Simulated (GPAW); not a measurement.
Write an ASE script for GPAW 26.7.0 that does the following.

| Quantity | Value |
| --- | --- |
| Task | single point |
| Functional | PBEsol |
| Potentials or basis | PAW data sets generated in the run's folder for this functional |
| Cutoff | 600 eV |
| Basis | pw |
| k mesh | 10 × 10 × 3 |
| Occupations | fermi-dirac, width 0.05 eV |
| Spin | no spin polarisation |
| Maxiter | 150 |

Crystal: InAu3.

```xyz
4
Lattice="3.1606 0.0000 0.0000 -1.5803 2.7372 0.0000 0.0000 0.0000 9.0576" Properties=species:S:1:pos:R:3 pbc="T T T"
Au    0.0000    1.8248    6.8077
Au    0.0000    1.8248    2.2499
Au    1.5803    0.9124    4.5288
In    1.5803    0.9124    0.0000
```

The cell comes from a database or a generator and needn't be the stable form of this composition.

One way to write it, as run:

run.py

```python
from ase import Atoms
from ase.dft.bandgap import bandgap
from ase.io import write
from ase.units import Bohr, GPa
from gpaw import GPAW, PW, setup_paths
from gpaw.elf import elf_from_dft_calculation

setup_paths.insert(0, '.')

atoms = Atoms(['Au', 'Au', 'Au', 'In'],
              cell=[[3.1605898, 0.0, 0.0],
                    [-1.5802949, 2.7371510577, 0.0],
                    [0.0, 0.0, 9.057575]],
              scaled_positions=[[0.3333333333, 0.6666666667, 0.751605],
                                [0.3333333333, 0.6666666667, 0.248395],
                                [0.6666666667, 0.3333333333, 0.5],
                                [0.6666666667, 0.3333333333, 0.0]],
              pbc=True)

calc = GPAW(mode=PW(600),
            xc='PBEsol',
            kpts={'size': (10, 10, 3), 'gamma': True},
            occupations={'name': 'fermi-dirac', 'width': 0.05},
            nbands=42,
            convergence={'density': 1e-05, 'energy': 1e-05},
            maxiter=150,
            txt='gpaw.txt')
atoms.calc = calc
energy = atoms.get_potential_energy()
forces = atoms.get_forces()
stress = atoms.get_stress()
calc.write('gs.gpw')
write('result.traj', atoms)
print(f'Energy: {energy:.6f} eV')
print('Forces (eV/A):')
print(forces.round(4))
print('Stress (GPa):', (stress / GPa).round(3))
print('Fermi level:', round(calc.get_fermi_level(), 4), 'eV')
print(f'Gap: {bandgap(calc)[0]:.4f} eV, direct: {bandgap(calc, direct=True)[0]:.4f} eV')

# fields on the real-space grid
write('density.cube', atoms, data=calc.get_pseudo_density() * Bohr**3)
write('potential.cube', atoms, data=calc.get_electrostatic_potential())
write('elf.cube', atoms, data=elf_from_dft_calculation(calc).data)
```

Potentials or basis: PAW data sets generated in the run's folder for this functional, pw.

The run is started by

```console
$ gpaw-setup -f PBEsol Au In
$ OMP_NUM_THREADS=1 python run.py
```

It gave:

```
Pressure               : -6.5 GPa
Largest force          : 0.106 eV/Å
Band gap on the k mesh : none (metal or under the smearing width)
```

Caveat: with this Au data set, volumes or pressures lay over 1.5 % or 2 GPa off other programs in two to four cells of ten.

It took 67 s on 1 thread of Intel(R) Xeon(R) Platinum 8259CL CPU @ 2.50GHz (Skylake/Cascade Lake) (shared host), peak memory 0.22 GiB.
